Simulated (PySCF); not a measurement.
**C3H8OSi2: runs on many settings**

Which settings matter for C3H8OSi2 (`CO[SiH2]C#C[SiH3]`), and how do bad ones show?

Programs: PySCF 2.14.0, with density-fitted response routines of our own. Each step states its level of theory. These are calculated values for one molecule in the gas phase, unless marked as measured. Atoms count from 0, in the outputs and in this text.

### Step 1. The molecule as given

14 atoms, charge 0, multiplicity 1; geometry from: GFN2-xTB.

Bonds of the start (Å): C0–O1 1.39, O1–Si2 1.62, Si2–C3 1.86, C3–C4 1.21, C4–Si5 1.85, C0–H6 1.09, C0–H7 1.09, C0–H8 1.09, Si2–H9 1.45, Si2–H10 1.47, Si5–H11 1.47, Si5–H12 1.47, Si5–H13 1.47.

### Step 2. Nuclear shieldings: PBE0/pcSseg-1

Job settings and geometry (Å):

```
{"job": {"kind": "nmr", "xc": "PBE0", "basis": "pcSseg-1"}, "charge": 0, "multiplicity": 1}
C     -2.661085     0.020842     0.381320
O     -2.197271     1.060916    -0.419673
Si    -0.930731     1.092595    -1.436572
C      0.648427     0.648163    -0.564683
C      1.656555     0.344080     0.034362
Si     3.193483    -0.101700     0.959654
H     -1.872622    -0.340595     1.046872
H     -3.491208     0.398554     0.980233
H     -3.011681    -0.815569    -0.229664
H     -0.979447     2.493484    -1.825602
H     -1.081152     0.120147    -2.528168
H      2.887218    -0.073087     2.393330
H      3.608598    -1.448193     0.555246
H      4.230238     0.879915     0.631180
```

Level: GIAO PBE0/pcSseg-1 NMR shielding, non-relativistic, gas phase.

Command:

```
$ OMP_NUM_THREADS=1 python probes_run.py task.json out
```

The driver reads the jobs from task.json and runs them one after another.

The log of the run:

```text
coarse grid: 12552 points
cycle   1  E = -772.6484793248  dE =  4.649e-01  |g| = 6.980e-01  |ddm| = 3.415e+00
cycle   2  E = -772.5311175775  dE =  1.174e-01  |g| = 1.053e+00  |ddm| = 1.546e+00
cycle   3  E = -772.7410836350  dE = -2.100e-01  |g| = 1.094e-01  |ddm| = 1.022e+00
cycle   4  E = -772.7432587982  dE = -2.175e-03  |g| = 3.699e-02  |ddm| = 1.263e-01
cycle   5  E = -772.7436391411  dE = -3.803e-04  |g| = 5.224e-03  |ddm| = 5.109e-02
cycle   6  E = -772.7436463181  dE = -7.177e-06  |g| = 7.631e-04  |ddm| = 7.161e-03
final grid: 111664 points
cycle   7  E = -772.7899261053  dE = -1.323e-05  |g| = 9.090e-03  |ddm| = 2.569e-02
cycle   8  E = -772.7899101435  dE =  1.596e-05  |g| = 1.307e-02  |ddm| = 1.429e-02
cycle   9  E = -772.7899413340  dE = -3.119e-05  |g| = 1.473e-03  |ddm| = 8.882e-03
cycle  10  E = -772.7899418041  dE = -4.702e-07  |g| = 4.420e-04  |ddm| = 1.352e-03
cycle  11  E = -772.7899418458  dE = -4.162e-08  |g| = 1.684e-04  |ddm| = 3.876e-04
cycle  12  E = -772.7899418526  dE = -6.871e-09  |g| = 1.994e-05  |ddm| = 1.271e-04
cycle  13  E = -772.7899418527  dE = -8.072e-11  |g| = 3.231e-06  |ddm| = 2.663e-05
converged SCF energy = -772.7899418527

GIAO shielding tensors (ppm)
atom      isotropic    diamagn.    paramagn.     s11        s22        s33       span
  0 C      133.758     246.274    -112.516    107.124    109.951    184.200     77.076
  1 O      333.141     394.419     -61.279    274.188    344.204    381.030    106.843
  2 Si     399.978     881.190    -481.212    351.878    380.056    468.001    116.123
  3 C       67.418     266.651    -199.234    -34.198    -27.336    263.787    297.984
  4 C       74.796     264.105    -189.309    -21.313    -12.314    258.015    279.328
  5 Si     448.815     881.868    -433.053    441.949    443.656    460.840     18.891
  6 H       27.819      32.595      -4.776     23.329     27.118     33.010      9.681
  7 H       27.713      28.121      -0.407     23.518     25.601     34.022     10.504
  8 H       28.081      29.738      -1.657     24.412     25.632     34.198      9.786
  9 H       26.855      28.906      -2.051     23.067     25.403     32.095      9.028
 10 H       26.707      29.715      -3.008     23.121     25.521     31.479      8.358
 11 H       27.432      29.414      -1.982     23.994     26.045     32.256      8.263
 12 H       27.482      29.065      -1.584     24.042     25.966     32.437      8.395
 13 H       27.484      28.048      -0.564     24.079     25.849     32.524      8.445
```

It took 26 s on 1 thread of Intel Xeon Platinum 8559C, shared host; peak memory 0.71 GiB.

The references, computed at this level on geometries of the same kind, shield at (ppm): ¹H TMS 31.72, ¹³C TMS 186.9, ²⁹Si TMS 349.2, ¹⁷O H2O 336.1. Their shielding less the atom's gives the shift. The references are single molecules in the gas phase, so shifts against H2O, NH3, PH3, H3PO4 or CFCl3 are not on the usual liquid scales and can be off by tens of ppm. Atoms listed in one row are averaged.

```csv
atoms,environment,σ (ppm),δ (ppm),δ scaled to CDCl3
C3,alkyne carbon,67.4,119.5,114.7
C4,alkyne carbon,74.8,112.1,107.5
C0,methyl carbon bonded to O,133.8,53.2,50.0
"H9, H10","hydrogen on a silicon bonded to C, O",26.78,4.94,–
"H11, H12, H13",hydrogen on a silicon bonded to C,27.47,4.25,–
"H6, H7, H8",hydrogen on a methyl carbon bonded to O,27.87,3.85,3.73
O1,"oxygen bonded to C, Si",333.1,2.9,–
Si2,"silicon bonded to C, O, 2 H",400.0,-50.8,–
Si5,"silicon bonded to C, 3 H",448.8,-99.7,–
```

The scaled column applies a straight-line fit of computed shieldings to shifts measured in CDCl3 (root-mean-square error 0.16 ppm for H, 1.9 ppm for C).

The run also stored atomic charges by several schemes (e):

```csv
atoms,Mulliken,IAO,Hirshfeld,ESP fit
C0,-0.01,-0.20,-0.03,-0.12
O1,-0.63,-0.63,-0.23,-0.38
Si2,0.87,1.02,0.42,0.63
C3,-0.29,-0.34,-0.15,-0.22
C4,-0.30,-0.30,-0.14,-0.20
Si5,0.52,0.63,0.34,0.44
```

Mayer bond orders: C0–O1 0.89, O1–Si2 1.02, Si2–C3 0.90, C3–C4 2.49, C4–Si5 0.96.

The fields below are evaluated on a grid from the run's orbitals.

Frontier orbitals at PBE0/pcSseg-1, with the share of their density that lies nearest to each atom:

```csv
orbital,energy (eV),lies on
HOMO,-8.10,"C3, C4 about 32 % each; H10 10 %; O1 7 %"
LUMO,-0.79,"C3, C4 about 25 % each; Si2 12 %; H9, H10 about 6 % each"
```

ELF in a plane through or near 6 of the atoms.

Ten even steps from '0' (0.00) to '9' (1.00):
```
0000000000000000000000000000
0000000000000000000000000000
0000000000000000000000000000
0000000000000001220000000000
0000000000000003652000000000
0000000000232112563100000000
0000462001456640212000000000
0005998214685782633310000000
0006999468262694158752000000
0003892059527573577741000000
0000335518767630147610000000
0000111405555400242241000000
0000138872011006992375100000
0000049983000019996577100000
0000028972000018992254000000
0000002310000000320000000000
0000000000000000000000000000
0000000000000000000000000000
0000000000000000000000000000
0000000000000000000000000000
```
The map spans 13.6 Å across and 10.0 Å up, centred on the molecule. Atoms in the plane (x, y in Å): C0 (2.5, -1.1), Si2 (1.3, 1.4), C3 (-0.5, 0.8), C4 (-1.6, 0.4), Si5 (-3.3, -0.3), H6 (1.6, -1.6).

log10 of the density (e/Å³) in the same plane.

Ten even steps from ' ' (-4.0) to '@' (2.0):
```
                                                        
                              ........                  
                            ..::::::....                
                      ....::::--------::..              
          ....  ....::::::::--======----....            
      ..::::::::::------======++++++==--::..            
    ..::------------====++++++++##**++==--..            
    ::--==========++++********##@@##++++==--..          
  ..::--++++**++++**####%%%%************==--..          
  ..::--++**********@@####****++++**##**++==::          
  ..::--==++%%@@********++++====++**##**++==::..        
    ::--==++**##**++++++========++**####++==--::        
    ..::--==++**++====--------==**######**++--::        
    ....--==++++====--::::::--==********++==--::        
      ..::--======--::......::--++++======--::..        
        ..::::--::::..      ..::--------::::..          
          ..........          ..............            
                                                        
                                                        
                                                        
```
The map spans 13.6 Å across and 10.0 Å up, centred on the molecule. Atoms in the plane (x, y in Å): C0 (2.5, -1.1), Si2 (1.3, 1.4), C3 (-0.5, 0.8), C4 (-1.6, 0.4), Si5 (-3.3, -0.3), H6 (1.6, -1.6).

On the surface of density 0.002 e/bohr³ the electrostatic potential runs, from the 1st to the 99th percentile, from -1.17 V near O1 to 1.25 V near H11.

### Step 3. Ultraviolet spectrum: PBE0/def2-SVPD

The job, as its differences from that of step 2:

```diff
@@ -1,2 +1,2 @@
-{"job": {"kind": "nmr", "xc": "PBE0", "basis": "pcSseg-1"}, "charge": 0, "multiplicity": 1}
+{"job": {"kind": "uv", "xc": "PBE0", "basis": "def2-SVPD", "nstates": 6, "ntriplets": 2}, "charge": 0, "multiplicity": 1}
 C     -2.661085     0.020842     0.381320
```

Level: TDDFT PBE0/def2-SVPD, vertical, gas phase, core orbitals frozen in the response.

The log of the run:

```text
coarse grid: 12552 points
cycle   1  E = -772.3209736002  dE =  4.276e-01  |g| = 6.539e-01  |ddm| = 7.060e+00
cycle   2  E = -772.1993667354  dE =  1.216e-01  |g| = 1.021e+00  |ddm| = 2.196e+00
cycle   3  E = -772.4081210989  dE = -2.088e-01  |g| = 1.029e-01  |ddm| = 1.154e+00
cycle   4  E = -772.4101734443  dE = -2.052e-03  |g| = 3.793e-02  |ddm| = 2.036e-01
cycle   5  E = -772.4106050377  dE = -4.316e-04  |g| = 5.920e-03  |ddm| = 7.026e-02
cycle   6  E = -772.4106107822  dE = -5.745e-06  |g| = 4.161e-03  |ddm| = 1.861e-02
cycle   7  E = -772.4106152087  dE = -4.426e-06  |g| = 6.530e-04  |ddm| = 6.477e-03
final grid: 111664 points
cycle   8  E = -772.5169410361  dE = -1.331e-05  |g| = 8.122e-03  |ddm| = 9.577e-02
cycle   9  E = -772.5169256680  dE =  1.537e-05  |g| = 1.203e-02  |ddm| = 2.139e-02
cycle  10  E = -772.5169541266  dE = -2.846e-05  |g| = 1.648e-03  |ddm| = 1.273e-02
cycle  11  E = -772.5169547665  dE = -6.399e-07  |g| = 4.161e-04  |ddm| = 2.485e-03
cycle  12  E = -772.5169548088  dE = -4.230e-08  |g| = 1.150e-04  |ddm| = 7.074e-04
cycle  13  E = -772.5169548120  dE = -3.193e-09  |g| = 1.480e-05  |ddm| = 2.008e-04
cycle  14  E = -772.5169548121  dE = -6.480e-11  |g| = 3.093e-06  |ddm| = 5.242e-05
converged SCF energy = -772.5169548121

Static polarisability (au): isotropic 93.615, principal 73.626 81.648 125.570

Singlet excitations
state   eV       nm        f      main configurations
  1   5.4880    225.9   0.00020   H->L 0.83
  2   5.8500    211.9   0.00438   H-1->L 0.45, H->L+1 0.36, H-2->L 0.09
  3   5.9905    207.0   0.00021   H-1->L+1 0.68, H-2->L+1 0.21
  4   6.2837    197.3   0.00329   H-2->L 0.71, H-1->L 0.19
  5   6.8526    180.9   0.03220   H-2->L+1 0.54, H->L+1 0.15, H-1->L+1 0.14
  6   6.9357    178.8   0.02036   H-3->L 0.77, H-2->L+1 0.13

Triplet excitations (Tamm-Dancoff, eV): 4.5873 4.9632
```

Wall time 31 s (1 thread of Intel Xeon Platinum 8559C, shared host); peak memory 0.8 GiB.

The orbitals next to the gap, with their largest atomic shares:

```csv
orbital,eV,atoms
HOMO−3,-9.01,"O1 46 %, C0 15 %, Si2 8 %"
HOMO−2,-8.44,"O1 34 %, C3 16 %, C4 14 %"
HOMO−1,-8.27,"C3 29 %, C4 29 %, O1 20 %"
HOMO,-8.13,"C4 31 %, C3 30 %, Si2 9 %"
LUMO,-0.86,"C3 25 %, C4 25 %, Si2 18 %"
LUMO+1,-0.45,"C4 28 %, C3 28 %, Si5 16 %"
LUMO+2,0.39,"Si5 34 %, C4 13 %, Si2 12 %"
```

With each of the 6 states as a Gaussian band of 0.4 eV half-width at 1/e, the curve within the window shown has maxima at 180 nm (ε 2,100) L/(mol cm). Beyond the last state computed it falls off for lack of states. The curve at chosen wavelengths:

```json
{"nm": "171", "ε (L/mol/cm)": "991"}
{"nm": "174", "ε (L/mol/cm)": "1540"}
{"nm": "178", "ε (L/mol/cm)": "2058"}
{"nm": "181", "ε (L/mol/cm)": "2097"}
{"nm": "184", "ε (L/mol/cm)": "1845"}
{"nm": "187", "ε (L/mol/cm)": "1433"}
{"nm": "191", "ε (L/mol/cm)": "892"}
{"nm": "194", "ε (L/mol/cm)": "601"}
{"nm": "197", "ε (L/mol/cm)": "422"}
{"nm": "201", "ε (L/mol/cm)": "309"}
{"nm": "204", "ε (L/mol/cm)": "276"}
{"nm": "207", "ε (L/mol/cm)": "259"}
{"nm": "210", "ε (L/mol/cm)": "243"}
{"nm": "214", "ε (L/mol/cm)": "213"}
{"nm": "217", "ε (L/mol/cm)": "183"}
{"nm": "220", "ε (L/mol/cm)": "150"}
{"nm": "223", "ε (L/mol/cm)": "117"}
{"nm": "227", "ε (L/mol/cm)": "78"}
{"nm": "230", "ε (L/mol/cm)": "54"}
{"nm": "233", "ε (L/mol/cm)": "37"}
{"nm": "237", "ε (L/mol/cm)": "21"}
{"nm": "240", "ε (L/mol/cm)": "13"}
{"nm": "243", "ε (L/mol/cm)": "8"}
{"nm": "246", "ε (L/mol/cm)": "5"}
{"nm": "250", "ε (L/mol/cm)": "3"}
{"nm": "253", "ε (L/mol/cm)": "1"}
```

Leading natural transition orbitals of singlet state 5: the hole lies on O1 57 %; H8, H10 about 11 % each; H6 7 %; the particle on C3, C4 about 29 % each; Si2, Si5 about 7 % each; H10, H12 about 7 % each.

Leading natural transition orbitals of singlet state 1: the hole lies on C3, C4 about 42 % each; the particle on C3, C4 about 29 % each; Si2 10 %.

Further results of this job:

```csv
property,computed
dipole moment (D),1.18
polarisability (Å³),13.87
HOMO–LUMO gap (eV),7.28
−ε(HOMO) (eV),8.13
```

### Step 4. NMR shieldings: wB97X-D/pcSseg-1

The job, as its differences from that of step 3:

```diff
@@ -1,2 +1,2 @@
-{"job": {"kind": "uv", "xc": "PBE0", "basis": "def2-SVPD", "nstates": 6, "ntriplets": 2}, "charge": 0, "multiplicity": 1}
+{"job": {"kind": "nmr", "xc": "wB97X-D", "basis": "pcSseg-1", "pop": true, "grid": 4}, "charge": 0, "multiplicity": 1}
 C     -2.661085     0.020842     0.381320
```

Level: GIAO wB97X-D/pcSseg-1 NMR shielding, non-relativistic, gas phase.

The log of the run:

```text
coarse grid: 12552 points
cycle   1  E = -773.0415392165  dE =  4.996e-01  |g| = 7.116e-01  |ddm| = 3.358e+00
cycle   2  E = -773.0265530009  dE =  1.499e-02  |g| = 8.197e-01  |ddm| = 1.111e+00
cycle   3  E = -773.1409547428  dE = -1.144e-01  |g| = 6.983e-02  |ddm| = 5.626e-01
cycle   4  E = -773.1420020438  dE = -1.047e-03  |g| = 2.612e-02  |ddm| = 9.168e-02
cycle   5  E = -773.1421833407  dE = -1.813e-04  |g| = 4.217e-03  |ddm| = 3.919e-02
cycle   6  E = -773.1421878870  dE = -4.546e-06  |g| = 2.793e-03  |ddm| = 8.421e-03
final grid: 297584 points
cycle   7  E = -773.1946726055  dE = -9.893e-05  |g| = 5.509e-03  |ddm| = 3.885e-02
cycle   8  E = -773.1946687998  dE =  3.806e-06  |g| = 6.761e-03  |ddm| = 8.430e-03
cycle   9  E = -773.1946792966  dE = -1.050e-05  |g| = 9.787e-04  |ddm| = 4.439e-03
cycle  10  E = -773.1946795241  dE = -2.274e-07  |g| = 2.403e-04  |ddm| = 9.558e-04
cycle  11  E = -773.1946795407  dE = -1.662e-08  |g| = 1.120e-04  |ddm| = 3.868e-04
cycle  12  E = -773.1946795435  dE = -2.793e-09  |g| = 2.644e-05  |ddm| = 1.181e-04
cycle  13  E = -773.1946795439  dE = -3.831e-10  |g| = 1.282e-05  |ddm| = 5.771e-05
converged SCF energy = -773.1946795439

GIAO shielding tensors (ppm)
atom      isotropic    diamagn.    paramagn.     s11        s22        s33       span
  0 C      133.760     246.013    -112.253    107.747    110.309    183.224     75.477
  1 O      335.857     394.956     -59.098    279.425    346.766    381.381    101.956
  2 Si     400.421     880.970    -480.549    352.052    381.275    467.935    115.882
  3 C       68.327     266.892    -198.565    -34.166    -27.344    266.491    300.657
  4 C       74.868     264.471    -189.604    -22.546    -13.708    260.856    283.401
  5 Si     447.531     881.460    -433.929    441.923    443.590    457.079     15.155
  6 H       27.965      32.802      -4.836     23.468     27.308     33.120      9.652
  7 H       27.849      28.179      -0.330     23.660     25.755     34.132     10.472
  8 H       28.216      29.876      -1.660     24.528     25.805     34.314      9.786
  9 H       27.076      29.102      -2.026     23.288     25.616     32.325      9.038
 10 H       26.936      29.914      -2.977     23.366     25.744     31.700      8.333
 11 H       27.621      29.522      -1.901     24.210     26.233     32.420      8.211
 12 H       27.669      29.183      -1.514     24.258     26.153     32.597      8.339
 13 H       27.671      28.183      -0.512     24.292     26.037     32.685      8.393
```

It took 41 s on 1 thread of Intel Xeon Platinum 8559C, shared host; peak memory 0.77 GiB.

Key values: δ C3 118.7, C4 112.2, C0 53.3, O1 -1.2, H9 4.83, H11 4.18 ppm (means over like atoms).

### Step 5. J couplings: PBE0/aug-pcSseg-1

The job, as its differences from that of step 4:

```diff
@@ -1,2 +1,2 @@
-{"job": {"kind": "nmr", "xc": "wB97X-D", "basis": "pcSseg-1", "pop": true, "grid": 4}, "charge": 0, "multiplicity": 1}
+{"job": {"kind": "j", "xc": "PBE0", "basis": "aug-pcSseg-1", "scf": {"aux": "def2-universal-jfit", "max_cycle": 55}}, "charge": 0, "multiplicity": 3}
 C     -2.661085     0.020842     0.381320
```

With the program's defaults for keys left out, this is: PBE0/aug-pcSseg-1.

The log of the run:

```text
NotImplementedError: this response code serves closed shells only; the SCF ended at -771.76661373 Eh with <S^2> = 2.0052
```

It took 69 s on 1 thread of Intel Xeon Platinum 8559C, shared host; peak memory 0.79 GiB.

Why it failed: The input makes an open shell, and this response code serves closed shells alone. Cure: restore the closed-shell charge and spin, or use an unrestricted response code.

### Step 6. Excited states and response: OPBE/def2-SVPD

The job, as its differences from that of step 5:

```diff
@@ -1,2 +1,2 @@
-{"job": {"kind": "j", "xc": "PBE0", "basis": "aug-pcSseg-1", "scf": {"aux": "def2-universal-jfit", "max_cycle": 55}}, "charge": 0, "multiplicity": 3}
+{"job": {"kind": "uv", "xc": "OPBE", "basis": "def2-SVPD", "nstates": 25, "ntriplets": 2, "tda": false, "scf": {"conv": 0.01, "max_cycle": 72}}, "charge": 0, "multiplicity": 1}
 C     -2.661085     0.020842     0.381320
```

Method: TDDFT OPBE/def2-SVPD, vertical, gas phase, core orbitals frozen in the response.

The log of the run:

```text
final grid: 111664 points
cycle   1  E = -772.6873430213  dE =  3.790e-01  |g| = 7.370e-01  |ddm| = 6.609e+00
cycle   2  E = -772.2654842051  dE =  4.219e-01  |g| = 1.571e+00  |ddm| = 3.007e+00
cycle   3  E = -772.7995443863  dE = -5.341e-01  |g| = 1.965e-01  |ddm| = 2.069e+00
cycle   4  E = -772.8071226147  dE = -7.578e-03  |g| = 9.304e-02  |ddm| = 4.902e-01
converged SCF energy = -772.8071226147

Static polarisability (au): isotropic 95.187, principal 73.466 82.687 129.408

Singlet excitations
state   eV       nm        f      main configurations
  1   5.0000    248.0   0.00323   H->L 0.99
  2   5.3313    232.6   0.00553   H->L+1 0.95
  3   5.4309    228.3   0.00740   H-1->L 0.91
  4   5.7320    216.3   0.00400   H-2->L 0.60, H-1->L+1 0.33
  5   5.8115    213.3   0.03199   H-1->L+1 0.43, H-3->L 0.29, H-2->L+1 0.16
  6   6.0007    206.6   0.00449   H-2->L+1 0.48, H-3->L 0.45
  7   6.1958    200.1   0.02437   H-3->L+1 0.78, H-2->L+1 0.13
  8   6.5968    187.9   0.00384   H->L+2 1.00
  9   6.9126    179.4   0.00201   H->L+3 0.98
 10   6.9580    178.2   0.06579   H-1->L+2 0.82
 11   7.0168    176.7   0.03118   H-4->L 0.82, H-1->L+2 0.09
 12   7.0693    175.4   0.00974   H->L+4 0.96
 13   7.1022    174.6   0.56990   H-5->L 0.14, H-2->L+1 0.09, H-1->L+1 0.09
 14   7.2487    171.0   0.00602   H-2->L+2 0.94
 15   7.2895    170.1   0.02536   H-6->L 0.52, H-5->L 0.35
 16   7.3136    169.5   0.00782   H-1->L+3 0.96
 17   7.3889    167.8   0.00575   H->L+5 0.95
 18   7.4438    166.6   0.00191   H-1->L+4 0.57, H-3->L+2 0.28
 19   7.4584    166.2   0.05052   H-3->L+2 0.46, H-1->L+4 0.29, H-4->L+1 0.10
 20   7.4781    165.8   0.08672   H-6->L 0.22, H-5->L 0.21, H-5->L+1 0.19
 21   7.4915    165.5   0.02969   H-4->L+1 0.54, H-3->L+2 0.19
 22   7.5738    163.7   0.00311   H->L+6 0.74, H-2->L+3 0.14
 23   7.5782    163.6   0.01339   H-2->L+3 0.50, H->L+6 0.17, H-7->L 0.10
 24   7.6148    162.8   0.00553   H-5->L+1 0.43, H-6->L+1 0.25, H-2->L+3 0.18
 25   7.6694    161.7   0.01183   H-7->L 0.50, H-2->L+3 0.13, H-5->L+1 0.09

Triplet excitations (Tamm-Dancoff, eV): 4.6603 4.8801
```

Wall time 24 s (1 thread of Intel Xeon Platinum 8559C, shared host); peak memory 0.62 GiB.

The run ended normally, but its values are not to be used for the molecule: the SCF threshold of 0.01 Eh is far too loose. Its HOMO lies at -6.75 eV, against -8.13 eV in step 3 (PBE0/def2-SVPD), a different level, so the two don't compare directly.

### Step 7. Side by side: NMR shifts

Shifts (ppm) of some atoms, chosen among heavy atoms and hydrogens apart, means over like atoms, with basis size and wall time:

```csv
run,C3,C0,H9,H11,O1,Si2,Si5,functions,time
PBE0/pcSseg-1,119.5,53.2,4.94,4.25,2.9,-50.8,-99.7,156,26 s
wB97X-D/pcSseg-1,118.7,53.3,4.83,4.18,-1.2,-49.8,-96.9,156,41 s
```

### Step 8. Summary of results

| quantity | value |
| --- | --- |
| ¹³C shifts against TMS (PBE0/pcSseg-1) | 119.5, 112.1, 53.2 ppm |
| ¹H shifts against TMS (PBE0/pcSseg-1, means over atoms taken as alike) | 4.94, 4.25, 3.85 ppm |
| ¹⁷O shifts against H2O (PBE0/pcSseg-1) | 2.9 ppm |
| ²⁹Si shifts against TMS (PBE0/pcSseg-1) | -50.8, -99.7 ppm |
| surface potential, 1st and 99th percentile | -1.17 V and 1.25 V |
| lowest singlet (PBE0/def2-SVPD) | 5.49 eV (226 nm), f = 0.000 |
| brightest single state of those computed | state 5, 6.85 eV, f = 0.032 |
| lowest triplet | 4.59 eV |
| range of the shift of O1 | -1.2 to 2.9 ppm |
| property runs in this session | 5, of which 1 failed and 1 gave unsound results |

Single values in the summary come from the first run of each kind that ended normally (PBE0/pcSseg-1; PBE0/def2-SVPD), which need not be the best level. At PBE0/pcSseg-1: The largest span, 298 ppm, is at C3, where the paramagnetic term is -199 ppm. By nearest atom (PBE0/pcSseg-1), the HOMO sits on C3, C4 about 32 % each; H10 10 % and the LUMO on C3, C4 about 25 % each; Si2 12 %. The first singlet state (HOMO→LUMO 0.83) lies at 5.49 eV and is dark; of the 6 states computed, the strongest absorption comes from state 5 at 6.85 eV. The lowest triplet lies 0.90 eV below the lowest singlet (triplets in Tamm-Dancoff, singlets in full TDDFT). Across the 2 runs the shift of O1 moves most, between -1.2 (wB97X-D/pcSseg-1) and 2.9 ppm (PBE0/pcSseg-1). Part of that comes from the computed reference.
